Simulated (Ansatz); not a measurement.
# MoBr2: the cost of one run

Program: Ansatz 0.2.0. Level of theory: reference: DFT r2SCAN, plane waves, PAW, scalar-relativistic, no spin polarisation. These are calculated values, not measurements.

**1. Starting point**

The structure is orthorhombic, space group Cmc2_1 (No. 36). Conventional cell: a = 4.537 Å, b = 6.654 Å, c = 12.095 Å, α = 90.00°, β = 90.00°, γ = 90.00°. Mo (site symmetry m) has 2 Br at 2.44 Å as nearest neighbours. Br (site symmetry m) has 1 Mo at 2.44 Å as nearest neighbours.

As a file:

```
Mo Br
1.0
     2.26835    3.32723    0.00000
     2.26835   -3.32723    0.00000
     0.00000    0.00000  -12.09461
Mo Br
2 4
Direct
  0.33400 0.66600 0.00000
  0.66600 0.33400 0.50000
  0.05600 0.94400 0.86800
  0.94400 0.05600 0.36800
  0.38900 0.61100 0.63200
  0.61100 0.38900 0.13200
```

**2. Baseline**

The input, input.yaml:

```yaml
crystal:
  lattice:
    - [2.26834733, 3.32723264, 0.0]
    - [2.26834733, -3.32723264, 0.0]
    - [0.0, 0.0, -12.09461304]
  atoms:
    - { symbol: Mo, position: [0.334, 0.666, 0.0] }
    - { symbol: Mo, position: [0.666, 0.334, 0.5] }
    - { symbol: Br, position: [0.056, 0.944, 0.868] }
    - { symbol: Br, position: [0.944, 0.056, 0.368] }
    - { symbol: Br, position: [0.389, 0.611, 0.632] }
    - { symbol: Br, position: [0.611, 0.389, 0.132] }
  symmetry: { tolerance: 0.0003 }
kpoints:
  mp_grid: { grid: [5, 5, 2], shift: [0, 0, 0] }
magnetization:
  spin_polarized: false
scf:
  occupations: { method: cold, width: 0.0185 }
hamiltonian:
  pseudopotentials: { kind: paw }
  xc: r2scan
basis:
  ecutwfc: 500
output:
  forces: true
  stress: true
  eigenvalues: true
  write_density: true
  write_potential: true
  elf: true
  volumetric_format: npy
```

Started as:

```console
ansatz run input.yaml --threads 1 --pin off --max-ram 2560MiB --backend cpu --events-out ev --progress --plain --runs-dir out
```

What time and memory should one allow on 1 thread of an x86-64 CPU, shared host?

About 30 s, with a peak of 0.83 GiB.
